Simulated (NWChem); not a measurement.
# GaBrClF (SMILES [F][Ga]([Cl])[Br]): levels of theory compared

Aim: a comparison of 4 runs (HF/STO-3G, HF/3-21G, B3LYP/6-31G*) of GaBrClF. 

The results are computed with NWChem 7.3.0.

## 1. The molecule

GaBrClF has 4 atoms, charge 0, and is taken as a singlet. SMILES: `[F][Ga]([Cl])[Br]`. The coordinates come from a PBE0-D4/def2-TZVP relaxation.

Bond lengths: F1–Ga2 1.735 Å, Ga2–Cl3 2.107 Å, Ga2–Br4 2.246 Å. Angles: F1–Ga2–Cl3 117.5°, F1–Ga2–Br4 118.6°, Cl3–Ga2–Br4 123.8°.

## 2. Energy and gradient at HF/STO-3G (run 1)

mol.nw

```
start mol
title "BrClFGa gradient"
memory total 2200 mb

geometry units angstrom noautosym nocenter noautoz
F     -1.168700    -0.639800     1.230800
Ga    -0.032500    -0.039300     0.065300
Cl     1.990300    -0.577100     0.310100
Br    -0.789000     1.256300    -1.606200
end

basis spherical bse
* library STO-3G
end

scf
thresh 1e-08
maxiter 80
end

task scf gradient
```

Launch:

```
$ nwchem mol.nw > mol.out
```

Standard output:

```text
[...]
  functions       =    50
[...]
  wavefunction    = RHF
[...]
         Total SCF energy =  -4998.310798520465
      One-electron energy =  -8253.555617659207
      Two-electron energy =   2627.068805960732
 Nuclear repulsion energy =    628.176013178010
        Time for solution =      4.4s
[...]
                         RHF ENERGY GRADIENTS
    atom               coordinates                        gradient
                 x          y          z           x          y          z
   1 F      -2.208523  -1.209047   2.325875   -0.044336  -0.022650   0.044351
   2 Ga     -0.061416  -0.074266   0.123399    0.027447   0.009921  -0.021537
   3 Cl      3.761122  -1.090561   0.586004    0.027847  -0.006712   0.002372
   4 Br     -1.490994   2.374063  -3.035278   -0.010958   0.019442  -0.025186
[...]
```

Run time: 7.2 s. Hardware: 1 thread of Intel Xeon 6975P-C (Granite Rapids), shared host; peak memory 0.094 GiB.

## 3. Energy and gradient at HF/3-21G (run 2)

run.py

```python
from ase import Atoms
from ase.calculators.nwchem import NWChem

atoms = Atoms(['F', 'Ga', 'Cl', 'Br'], positions=[
    [-1.168700, -0.639800, 1.230800],
    [-0.032500, -0.039300, 0.065300],
    [1.990300, -0.577100, 0.310100],
    [-0.789000, 1.256300, -1.606200],
])

calc = NWChem(
    label='m1',
    theory='scf',
    memory='2200 mb',
    basis='3-21G',
    basispar='spherical bse',
    scf={'nopen': '0', 'rhf': None, 'thresh': '1e-08', 'maxiter': '80'},
)
atoms.calc = calc

forces = atoms.get_forces()
e = atoms.get_potential_energy()
print(f"E = {e:.6f} eV")
print("forces (eV/A):")
for s, f in zip(atoms.symbols, forces):
    print(f"{s:2s} {f[0]:10.5f} {f[1]:10.5f} {f[2]:10.5f}")
print("dipole (e A):", atoms.get_dipole_moment().round(4))
```

Launch:

```
$ export ASE_NWCHEM_COMMAND="nwchem PREFIX.nwi > PREFIX.nwo"
$ python run.py
```

Standard output:

```text
E = -136880.585438 eV
forces (eV/A):
F     1.07668    0.55721   -1.08737
Ga   -2.32603   -0.77971    1.73699
Cl    1.61923   -0.42999    0.19520
Br   -0.36983    0.65255   -0.84481
dipole (e A): [-0.0696  0.0997 -0.1257]
```

The calculator wrote m1.nwi:

```
title "m1"

permanent_dir m1

scratch_dir m1

start m1

geometry units angstrom nocenter noautosym noautoz
  F  -1.1687000000000001e+00 -6.3980000000000004e-01 1.2307999999999999e+00
  Ga -3.2500000000000001e-02 -3.9300000000000002e-02 6.5299999999999997e-02
  Cl 1.9903000000000000e+00 -5.7709999999999995e-01 3.1009999999999999e-01
  Br -7.8900000000000003e-01 1.2563000000000000e+00 -1.6062000000000001e+00
end

memory 2200 mb

basis spherical bse noprint
   * library 3-21G
end

scf
  nopen 0
  rhf
  thresh 1e-08
  maxiter 80
end

task scf gradient
```

m1.nwo:

```text
Northwest Computational Chemistry Package (NWChem) 7.3.0
             --------------------------------------------------------

           Job information
           ---------------

    nwchem branch   = 7.3.0
    use scalapack   = T
    input           = m1.nwi
    prefix          = m1.
    data base       = m1/m1.db
    status          = startup
    nproc           =        1

           Memory information
           ------------------

    heap     =     72089596 doubles =      550.0 Mbytes
    stack    =     72089601 doubles =      550.0 Mbytes
    global   =    144179200 doubles =     1100.0 Mbytes (distinct from heap & stack)
    total    =    288358397 doubles =     2200.0 Mbytes
    verify   = yes
    hardfail = no

           Directory information
           ---------------------

  0 permanent = m1
  0 scratch   = m1

                                NWChem Input Module
                                -------------------

                                        m1
                                        --

[... 111 lines left out ...]
 Convergence threshold     :          1.000E-08
[... 13 lines left out ...]
       Final RHF  results
[... 3 lines left out ...]
      One-electron energy =  -8268.220592122278
[... 1 line left out ...]
 Nuclear repulsion energy =    628.176013178009
[... 64 lines left out ...]
                       ROHF Final Molecular Orbital Analysis
[... 236 lines left out ...]
     1   1 0 0     -0.131490      0.000000    -10.026319
[... 8 lines of this table left out ...]
     2   0 0 2    -41.531148      0.000000    377.449014

                              NWChem Gradients Module
                              -----------------------

                                        m1

  wavefunction    =   RHF

                         RHF ENERGY GRADIENTS

    atom               coordinates                        gradient
                 x          y          z           x          y          z
   1 F      -2.208523  -1.209047   2.325875   -0.020938  -0.010836   0.021146
   2 Ga     -0.061416  -0.074266   0.123399    0.045234   0.015163  -0.033779
   3 Cl      3.761122  -1.090561   0.586004   -0.031489   0.008362  -0.003796
   4 Br     -1.490994   2.374063  -3.035278    0.007192  -0.012690   0.016429

                 ----------------------------------------
                 |  Time  |  1-e(secs)   |  2-e(secs)   |
                 ----------------------------------------
                 |  CPU   |       0.00   |       2.58   |
                 ----------------------------------------
                 |  WALL  |       0.00   |       2.58   |
                 ----------------------------------------

 Task  times  cpu:        7.0s     wall:        7.0s
 Total times  cpu:        7.0s     wall:        7.0s
```

Run time: 8.1 s. Hardware: 1 thread of Intel Xeon 6975P-C (Granite Rapids), shared host; peak memory 0.097 GiB.

Run 3 isn't shown in full; the table further down has it.

## 4. Energy and forces at B3LYP/6-31G(d) (Cartesian functions) (run 4)

brclfga.nw

```
start brclfga
title "BrClFGa gradient"
memory stack 880 mb heap 220 mb global 1100 mb

geometry units angstrom noautosym nocenter noautoz
 F       -1.168700      -0.639800       1.230800
 Ga      -0.032500      -0.039300       0.065300
 Cl       1.990300      -0.577100       0.310100
 Br      -0.789000       1.256300      -1.606200
end

basis cartesian
 * library 6-31G*
end

dft
 xc b3lyp
 mult 1
 grid fine
 convergence energy 1e-08
 maxiter 100
 mulliken
 print medium
end

task dft gradient
```

Launch:

```
$ nwchem brclfga.nw > brclfga.out
```

Standard output:

```text
[...]
          Wavefunction type:  closed shell.
          No. of atoms     :     4
          No. of electrons :    92
[...]
          Charge           :     0
          Spin multiplicity:     1
[...]
          AO basis - number of functions:   104
[...]
              XC Information
              --------------
                         B3LYP Method XC Potential
                     Hartree-Fock (Exact) Exchange  0.200
                        Slater Exchange Functional  0.800 local
                    Becke 1988 Exchange Functional  0.720 non-local
              Lee-Yang-Parr Correlation Functional  0.810
                  VWN I RPA Correlation Functional  0.190 local
[...]
 d= 0,ls=0.0,diis     1  -5058.5910649731 -5.69D+03  2.16D-02  2.54D+00     3.3
[...]
 d= 0,ls=0.0,diis    11  -5058.6963709456 -2.68D-09  2.38D-07  3.30D-10    25.9
         Total DFT energy =    -5058.696370945617
      One electron energy =    -8292.006087087106
           Coulomb energy =     2810.336742878527
    Exchange-Corr. energy =     -205.203039915047
 Nuclear repulsion energy =      628.176013178010
[...]
      Total Density - Mulliken Population Analysis
     ---------------------------------------------
    Atom       Charge   Shell Charges
 -----------   ------   -------------------------------------------------------
    1 F    9     9.40   1.99  0.95  3.28  0.98  2.13  0.06
    2 Ga  31    30.48   2.00  1.99  6.00  1.95  5.99  1.12  1.23 -0.02  0.07  6.88  2.96  0.30
    3 Cl  17    17.07   2.00  1.99  5.97  1.47  3.62  0.50  1.56 -0.03
    4 Br  35    35.06   2.00  1.99  6.00  1.93  5.99  1.62  3.83  0.32  1.30  7.02  2.95  0.12
[...]
  wavefunction    = closed shell
                         DFT ENERGY GRADIENTS
    atom               coordinates                        gradient
                 x          y          z           x          y          z
   1 F      -2.208523  -1.209047   2.325875    0.001856   0.001211  -0.002236
   2 Ga     -0.061416  -0.074266   0.123399    0.005165   0.001731  -0.003857
   3 Cl      3.761122  -1.090561   0.586004   -0.009831   0.002506  -0.001033
   4 Br     -1.490994   2.374063  -3.035278    0.002810  -0.005448   0.007126
[...]
```

Run time: 46 s. Hardware: 1 thread of Intel Xeon 6975P-C (Granite Rapids), shared host; peak memory 0.12 GiB.

## 5. Overview of the runs

```tsv
run	level	iteration cap	module	energy (Eh)	dipole moment (D)	HOMO energy (eV)	LUMO energy (eV)	wall time
1	HF/STO-3G	80	scf	-4998.310799	1.25	-8.89	4.31	7.2 s
2	HF/3-21G	80	scf	-5030.268775	0.84	-12.14	1.12	8.1 s
3	B3LYP/6-31G* (spherical functions)	100	dft	-5058.677621	0.93	-8.85	-2.50	43 s
4	B3LYP/6-31G* (Cartesian functions)	100	dft	-5058.696371	0.90	-8.84	-2.49	46 s
```

## 6. Results

| quantity | value |
| --- | --- |
| run 4: total energy | -5058.69637 Eh |
| run 4: dipole moment | 0.90 D |
| run 4: HOMO energy | -8.84 eV |
| run 4: LUMO energy | -2.49 eV |
| run 4: HOMO–LUMO gap | 6.36 eV |
| run 4: largest force on an atom | 0.524 eV/Å |

What this shows: The dipole moment (its size) runs from 0.84 D (HF/3-21G) to 1.25 D (HF/STO-3G). The HOMO–LUMO gap runs from 6.35 eV (B3LYP/6-31G*) to 13.27 eV (HF/3-21G). The two ends differ in method and basis. In run 1 the basis is minimal, so the values are rough. All runs together took 1.7 min, the longest 46 s.
